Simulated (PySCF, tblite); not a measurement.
**C₂H₁₀Ge₂O, a small molecule taken as a stand-in for a surface group (Ge site with back bonds C, C, [GeH3]): NMR shifts, core binding energies and electronic excitations, part 1 of 2**

Aim: the NMR shifts, core binding energies and electronic excitations of `[CH3][Ge]([CH3])([OH])[GeH3]`.

Computed with tblite 0.8.0 and PySCF 2.14.0; each step states its level. No surroundings beyond the atoms listed, unless a continuum is named. Atoms count from 0, parts from 1.

## (1) The system as given

15 atoms, charge 0, multiplicity 1; geometry: distance geometry start.

## (2) Geometry optimisation with GFN2-xTB

Job settings and geometry (Å):

```
{"job": {"kind": "relax", "xc": "GFN2-xTB", "basis": "xTB"}, "charge": 0, "multiplicity": 1}
Ge     0.906019     0.030104     1.346705
C     -0.954221     0.502172     1.406847
C      1.581844     0.331092    -0.433043
Ge     1.188380    -2.284649     1.893140
O      1.872333     1.092492     2.536771
H     -1.207301     1.046303     0.555254
H     -1.139464     1.067527     2.256734
H     -1.523779    -0.377196     1.417104
H      1.747926     1.364346    -0.601985
H      2.493059    -0.154837    -0.571016
H      0.907210    -0.023351    -1.150907
H     -0.154949    -2.951789     1.942997
H      1.860993    -2.409039     3.246965
H      2.047003    -2.963118     0.903597
H      2.414732     0.739827     3.243053
```

With the program's defaults for keys left out, this is: GFN2-xTB geometry optimisation, gas phase.

Run with:

```sh
> OMP_NUM_THREADS=1 python cluster_run.py task.json out
```

One launch serves the whole session: the jobs run in the order shown.

Output:

```text
step      E/eV     max force
  0    -470.71614    1.949
  1    -470.93309    1.296
  2    -471.01861    0.450
  3    -471.03599    0.339
  4    -471.05670    0.551
  5    -471.08391    0.748
  6    -471.11112    0.607
  7    -471.12712    0.320
  8    -471.13401    0.199
  9    -471.13789    0.173
 10    -471.14157    0.171
 11    -471.14511    0.195
 12    -471.14795    0.144
 13    -471.15052    0.194
 14    -471.15332    0.225
 15    -471.15608    0.170
 16    -471.15825    0.108
 17    -471.15974    0.112
 18    -471.16086    0.102
 19    -471.16193    0.081
 20    -471.16307    0.108
 21    -471.16439    0.122
 22    -471.16609    0.136
 23    -471.16801    0.143
 24    -471.16951    0.090
 25    -471.17038    0.066
 26    -471.17089    0.064
 27    -471.17123    0.068
 28    -471.17151    0.048
 29    -471.17172    0.032
 30    -471.17190    0.036
 31    -471.17215    0.055
 32    -471.17253    0.078
 33    -471.17302    0.080
 34    -471.17346    0.058
 35    -471.17375    0.055
 36    -471.17398    0.062
 37    -471.17427    0.056
 38    -471.17463    0.060
 39    -471.17498    0.051
 40    -471.17524    0.043
 41    -471.17547    0.052
 42    -471.17582    0.062
 43    -471.17641    0.098
 44    -471.17717    0.111
 45    -471.17789    0.082
 46    -471.17849    0.058
 47    -471.17889    0.133
 48    -471.17949    0.100
 49    -471.18014    0.089
 50    -471.18099    0.088
 51    -471.18137    0.084
 52    -471.18225    0.104
 53    -471.18302    0.087
 54    -471.18342    0.168
 55    -471.18386    0.106
 56    -471.18428    0.065
 57    -471.18473    0.062
 58    -471.18616    0.072
 59    -471.18801    0.101
 60    -471.18933    0.394
 61    -471.19156    0.089
 62    -471.19287    0.079
 63    -471.19427    0.164
 64    -471.19517    0.076
 65    -471.19682    0.076
 66    -471.19780    0.061
 67    -471.19806    0.049
 68    -471.19830    0.087
 69    -471.19851    0.044
 70    -471.19872    0.064
 71    -471.19894    0.044
 72    -471.19910    0.038
 73    -471.19927    0.038
 74    -471.19949    0.052
 75    -471.19983    0.067
 76    -471.20019    0.060
 77    -471.20037    0.112
 78    -471.20044    0.061
 79    -471.20058    0.034
 80    -471.20063    0.041
 81    -471.20096    0.079
 82    -471.20124    0.092
 83    -471.20169    0.075
 84    -471.20194    0.051
 85    -471.20210    0.049
 86    -471.20223    0.039
 87    -471.20243    0.046
 88    -471.20267    0.055
 89    -471.20288    0.043
 90    -471.20303    0.028
 91    -471.20316    0.027
 92    -471.20325    0.023
 93    -471.20332    0.018
 94    -471.20336    0.014
 95    -471.20339    0.015
 96    -471.20342    0.016
 97    -471.20345    0.015
 98    -471.20349    0.018
 99    -471.20355    0.023
100    -471.20365    0.027
101    -471.20379    0.028
102    -471.20395    0.029
103    -471.20410    0.031
104    -471.20425    0.032
105    -471.20441    0.034
106    -471.20464    0.036
107    -471.20488    0.040
108    -471.20512    0.039
109    -471.20532    0.048
110    -471.20545    0.059
111    -471.20565    0.031
112    -471.20577    0.023
113    -471.20599    0.022
114    -471.20624    0.035
115    -471.20659    0.057
116    -471.20695    0.058
117    -471.20770    0.073
118    -471.20796    0.072
119    -471.20827    0.072
120    -471.20858    0.046
121    -471.20912    0.047
122    -471.20933    0.057
123    -471.20976    0.053
124    -471.21004    0.028
125    -471.21026    0.049
126    -471.21043    0.061
127    -471.21061    0.050
128    -471.21080    0.035
129    -471.21093    0.028
130    -471.21107    0.036
131    -471.21118    0.032
132    -471.21125    0.023
133    -471.21132    0.022
134    -471.21139    0.028
135    -471.21150    0.035
136    -471.21164    0.036
137    -471.21178    0.028
138    -471.21185    0.028
139    -471.21191    0.021
140    -471.21194    0.017
141    -471.21198    0.016
142    -471.21202    0.022
143    -471.21208    0.026
144    -471.21214    0.024
145    -471.21220    0.018
146    -471.21227    0.021
147    -471.21235    0.021
148    -471.21243    0.022
149    -471.21248    0.026
150    -471.21248    0.036
151    -471.21255    0.008
```

Run time: 2.2 s. Hardware: 1 thread of Arm Neoverse V2, shared host.

Along the way:

```csv
step,energy from step 0 (eV),largest force (eV/Å)
0,0.0000,1.9494
6,-0.3950,0.6063
12,-0.4318,0.1442
18,-0.4447,0.1020
24,-0.4534,0.0901
30,-0.4558,0.0358
36,-0.4578,0.0617
42,-0.4597,0.0620
48,-0.4633,0.1000
54,-0.4673,0.1675
60,-0.4732,0.3943
66,-0.4817,0.0604
72,-0.4830,0.0372
78,-0.4843,0.0603
84,-0.4858,0.0514
90,-0.4869,0.0273
96,-0.4873,0.0149
102,-0.4878,0.0293
108,-0.4890,0.0390
114,-0.4901,0.0350
120,-0.4924,0.0462
126,-0.4943,0.0608
132,-0.4951,0.0234
138,-0.4957,0.0276
144,-0.4960,0.0234
150,-0.4963,0.0354
151,-0.4964,0.0075
```

Close pairs (by a distance rule), those that changed most:

```csv
bond,before (Å),after (Å),change (Å)
Ge0–O4,1.865,1.770,-0.095
Ge0–C2,1.927,1.997,+0.070
Ge0–C1,1.920,1.978,+0.058
C1–H6,1.037,1.086,+0.049
C2–H9,1.042,1.087,+0.046
C1–H5,1.042,1.086,+0.044
Ge0–Ge3,2.395,2.435,+0.040
C1–H7,1.048,1.087,+0.039
```

## (3) Optimising the geometry at PBE0-D3(BJ)/def2-SVP

Job settings and geometry (Å):

```
{"job": {"xc": "PBE0", "basis": "def2-SVP", "d3": "d3bj", "grid": 2, "kind": "geom", "shake": 0.01}, "charge": 0, "multiplicity": 1}
Ge     0.081667     0.288859     0.133877
C     -1.826678     0.905956     0.254415
C      0.839675     0.656409    -1.676922
Ge     0.410975    -1.997490     0.813006
O      0.855459     1.383207     1.277441
H     -1.902139     1.958536    -0.036447
H     -2.164253     0.813055     1.279795
H     -2.448289     0.324556    -0.394898
H      0.708525     1.702844    -1.929039
H      1.925060     0.450774    -1.658700
H      0.384211     0.025787    -2.409728
H     -0.888609    -2.784747     0.962691
H      1.054467    -2.196293     2.119771
H      1.169064    -2.813027    -0.148389
H      1.789941     1.256200     1.427797
```

Output:

```text
step   0  E = -4310.15522294  max force = 0.030748
step   1  E = -4310.16409478  max force = 0.009200
step   2  E = -4310.16487529  max force = 0.002120
step   3  E = -4310.16508024  max force = 0.001373
step   4  E = -4310.16515748  max force = 0.000950
step   5  E = -4310.16518817  max force = 0.000694
step   6  E = -4310.16521369  max force = 0.000517
step   7  E = -4310.16523183  max force = 0.000623
step   8  E = -4310.16524684  max force = 0.000470
step   9  E = -4310.16526383  max force = 0.000308
step  10  E = -4310.16528337  max force = 0.000485
step  11  E = -4310.16529938  max force = 0.000412
step  12  E = -4310.16530929  max force = 0.000348
optimisation converged
```

It took 3.7 min on 1 thread of Arm Neoverse V2, shared host; peak memory 0.81 GiB.

The steps of the relaxation:

```csv
step,energy from step 0 (eV),largest force component (eV/Å)
0,0.0000,1.5811
1,-0.2414,0.4731
2,-0.2627,0.1090
3,-0.2682,0.0706
4,-0.2703,0.0489
5,-0.2712,0.0357
6,-0.2719,0.0266
7,-0.2724,0.0320
8,-0.2728,0.0242
9,-0.2732,0.0158
10,-0.2738,0.0249
11,-0.2742,0.0212
12,-0.2745,0.0179
```

Distances of close pairs at the start and the end, largest changes first:

```csv
bond,before (Å),after (Å),change (Å)
Ge3–H12,1.470,1.543,+0.073
Ge3–H13,1.471,1.543,+0.072
Ge0–C1,2.009,1.943,-0.066
Ge0–C2,1.997,1.953,-0.044
Ge0–O4,1.762,1.796,+0.034
Ge0–Ge3,2.408,2.441,+0.033
C2–H10,1.069,1.100,+0.032
C1–H7,1.071,1.100,+0.029
```

The end geometry stands in the next job.

```csv
at the end point,value
point group (found at 0.08 Å tolerance),C1
"rotational constants (GHz, main isotopes)","3.003, 1.132, 1.106"
dipole moment (D),1.12
```

## (4) NMR shieldings: PBE0/pcSseg-1

Job settings and geometry (Å):

```
{"job": {"kind": "nmr", "xc": "PBE0", "basis": "pcSseg-1"}, "charge": 0, "multiplicity": 1}
Ge     0.071659     0.342500     0.102052
C     -1.747570     0.982649    -0.133002
C      1.083854     0.450574    -1.564452
Ge     0.159390    -1.912008     1.032897
O      0.771778     1.490229     1.292208
H     -1.724681     2.025785    -0.481951
H     -2.290636     0.943470     0.821575
H     -2.284962     0.371527    -0.872747
H      1.087754     1.489594    -1.926798
H      2.124359     0.127073    -1.415536
H      0.627897    -0.191217    -2.333388
H     -1.248536    -2.473521     1.315315
H      0.940445    -1.917219     2.364157
H      0.872248    -2.891162     0.076378
H      1.546605     1.138082     1.741161
```

Level: GIAO PBE0/pcSseg-1 NMR shielding, non-relativistic, gas phase.

Output:

```text
coarse grid: 55096 points
cycle   1  E = -4310.1340408923  dE = -1.208e+00  |g| = 1.426e+00  |ddm| = 3.510e+00
cycle   2  E = -4309.8024546513  dE =  3.316e-01  |g| = 1.878e+00  |ddm| = 2.175e+00
cycle   3  E = -4310.3126845680  dE = -5.102e-01  |g| = 3.681e-01  |ddm| = 1.776e+00
cycle   4  E = -4310.3368956154  dE = -2.421e-02  |g| = 9.364e-02  |ddm| = 3.143e-01
cycle   5  E = -4310.3381004898  dE = -1.205e-03  |g| = 1.713e-02  |ddm| = 7.758e-02
cycle   6  E = -4310.3381769227  dE = -7.643e-05  |g| = 3.701e-03  |ddm| = 2.374e-02
cycle   7  E = -4310.3381803585  dE = -3.436e-06  |g| = 9.618e-04  |ddm| = 4.052e-03
final grid: 113424 points
cycle   8  E = -4310.3382156323  dE = -7.776e-09  |g| = 1.092e-03  |ddm| = 2.360e-03
cycle   9  E = -4310.3382154846  dE =  1.477e-07  |g| = 1.406e-03  |ddm| = 1.860e-03
cycle  10  E = -4310.3382158199  dE = -3.353e-07  |g| = 1.642e-04  |ddm| = 1.146e-03
cycle  11  E = -4310.3382158244  dE = -4.466e-09  |g| = 1.845e-05  |ddm| = 1.248e-04
cycle  12  E = -4310.3382158245  dE = -7.640e-11  |g| = 4.791e-06  |ddm| = 2.268e-05
converged SCF energy = -4310.3382158245

GIAO shielding tensors (ppm)
atom      isotropic    diamagn.    paramagn.     s11        s22        s33       span
  0 Ge    1241.991    2756.557   -1514.565   1133.421   1218.719   1373.834    240.413
  1 C      181.103     253.317     -72.214    170.587    181.475    191.248     20.660
  2 C      177.820     254.627     -76.807    165.241    177.828    190.391     25.150
  3 Ge    1663.837    2756.967   -1093.130   1643.618   1647.373   1700.521     56.903
  4 O      303.079     392.727     -89.648    271.026    301.595    336.617     65.591
  5 H       30.512      29.640       0.872     25.551     27.570     38.415     12.864
  6 H       30.523      30.059       0.464     25.557     27.972     38.041     12.484
  7 H       31.126      30.775       0.350     26.514     28.192     38.672     12.158
  8 H       30.586      30.097       0.490     25.726     27.647     38.386     12.660
  9 H       30.661      30.858      -0.197     25.956     28.351     37.676     11.720
 10 H       31.050      31.245      -0.195     26.560     28.149     38.442     11.882
 11 H       27.720      28.755      -1.035     21.017     23.118     39.024     18.007
 12 H       27.854      28.904      -1.049     21.511     22.942     39.110     17.599
 13 H       27.791      28.953      -1.163     21.124     23.196     39.052     17.928
 14 H       31.428      33.320      -1.892     21.934     27.428     44.922     22.987
```

Run time: 36 s. Hardware: 1 thread of Arm Neoverse V2, shared host; peak memory 0.98 GiB.

The references, computed at this level on geometries of the same kind, shield at (ppm): ¹H TMS 31.27, ¹³C TMS 184.4, ¹⁷O H2O 334.6, ⁷³Ge GeMe4 1330. Their shielding less the atom's gives the shift. The references are single molecules in the gas phase, so shifts against H2O, NH3, PH3, H3PO4 or CFCl3 are not on the usual liquid scales and can be off by tens of ppm.

```csv
atoms,environment,σ (ppm),δ (ppm)
C2,"carbon bonded to Ge, 3 H",177.8,6.6
C1,"carbon bonded to Ge, 3 H",181.1,3.3
H11,hydrogen on a germanium bonded to Ge,27.72,3.55
H13,hydrogen on a germanium bonded to Ge,27.79,3.48
H12,hydrogen on a germanium bonded to Ge,27.85,3.41
H5,hydrogen on a carbon bonded to Ge,30.51,0.75
H6,hydrogen on a carbon bonded to Ge,30.52,0.74
H8,hydrogen on a carbon bonded to Ge,30.59,0.68
H9,hydrogen on a carbon bonded to Ge,30.66,0.61
H10,hydrogen on a carbon bonded to Ge,31.05,0.22
H7,hydrogen on a carbon bonded to Ge,31.13,0.14
H14,hydrogen on an oxygen bonded to Ge,31.43,-0.16
Ge0,"germanium bonded to 2 C, Ge, O",1242,88
Ge3,"germanium bonded to Ge, 3 H",1664,-334
O4,"oxygen bonded to Ge, H",303.1,31.5
```

Charges from the same density, by scheme (e):

```csv
atoms,Mulliken,IAO,Hirshfeld,ESP fit
Ge0,0.69,0.94,0.39,0.94
C1,-0.55,-0.68,-0.20,-0.71
C2,-0.56,-0.69,-0.21,-0.74
Ge3,-0.05,0.12,0.18,-0.15
O4,-0.64,-0.76,-0.34,-0.73
```

Mayer bond orders: Ge0–C1 1.02, Ge0–C2 0.97, Ge0–Ge3 0.89, Ge0–O4 0.88.

The fields below are evaluated on a grid from the run's orbitals.

Frontier orbitals at PBE0/pcSseg-1, with the share of their density that lies nearest to each atom:

```csv
orbital,energy (eV),lies on
HOMO,-7.50,"O4 23 %; Ge0, Ge3 about 20 % each; C2 10 %"
LUMO,0.21,"Ge0 20 %; Ge3 16 %; H11, H12, H14 about 11 % each"
```

ELF in a plane through or near 6 of the atoms.

Ten even steps from ' ' (0.00) to '@' (1.00):
```
                                                        
                                                        
                                                        
                    ..**@@@@##..                        
              ..::..--@@@@@@@@++                        
            ::%%%%**++@@@@@@@@==                        
            ##@@@@@@##==%%%%++        ....              
            ##@@@@@@##==%%**--....::::----..            
            ..**%%****%%##==--==++==--::--::....        
                    --::::++----%%::--==..====::        
                  ..------++----%%::****::====::        
            ++@@@@####%%##----++**==....----::..        
          ..@@@@@@@@----%%++--::::--==****==..          
          ..%%@@@@@@----%%++::    ..==####++..          
            ::++++==##@@@@@@**      ::====::            
                ....##@@@@@@%%                          
                    ::##%%**::                          
                                                        
                                                        
                                                        
```
The map spans 11.3 Å across and 10.2 Å up, centred on the molecule. Atoms in the plane (x, y in Å): C1 (-1.2, -1.6), Ge3 (2.1, -0.1), H5 (-2.2, -1.5), H6 (-0.7, -2.5), H8 (-2.1, 1.7), H9 (-0.5, 2.5).

log10 of the density (e/Å³) in the same plane.

Ten even steps from '0' (-4.0) to '9' (1.6):
```
0000000000000000000000000000
0000000000011000000000000000
0000000011222221000000000000
0000001123344432100000000000
0000012344566654211111000000
0000113455677654322222110000
0000124567777654333333321000
0000124567777655445554432100
0000123456677665556655443210
0000012344568986668876543210
0000012345568886679976543210
0000124566677666666765443210
0000234577777655555655432200
0000234567777654444554332100
0000123455677653333333221000
0000012344566543222222110000
0000001223444332101110000000
0000000011222210000000000000
0000000000011000000000000000
0000000000000000000000000000
```
The map spans 11.3 Å across and 10.2 Å up, centred on the molecule. Atoms in the plane (x, y in Å): C1 (-1.2, -1.6), Ge3 (2.1, -0.1), H5 (-2.2, -1.5), H6 (-0.7, -2.5), H8 (-2.1, 1.7), H9 (-0.5, 2.5).

On the surface of density 0.002 e/bohr³ the electrostatic potential runs, from the 1st to the 99th percentile, from -1.66 V near O4 to 1.76 V near H14.

(Continued in part 2 of 2.)
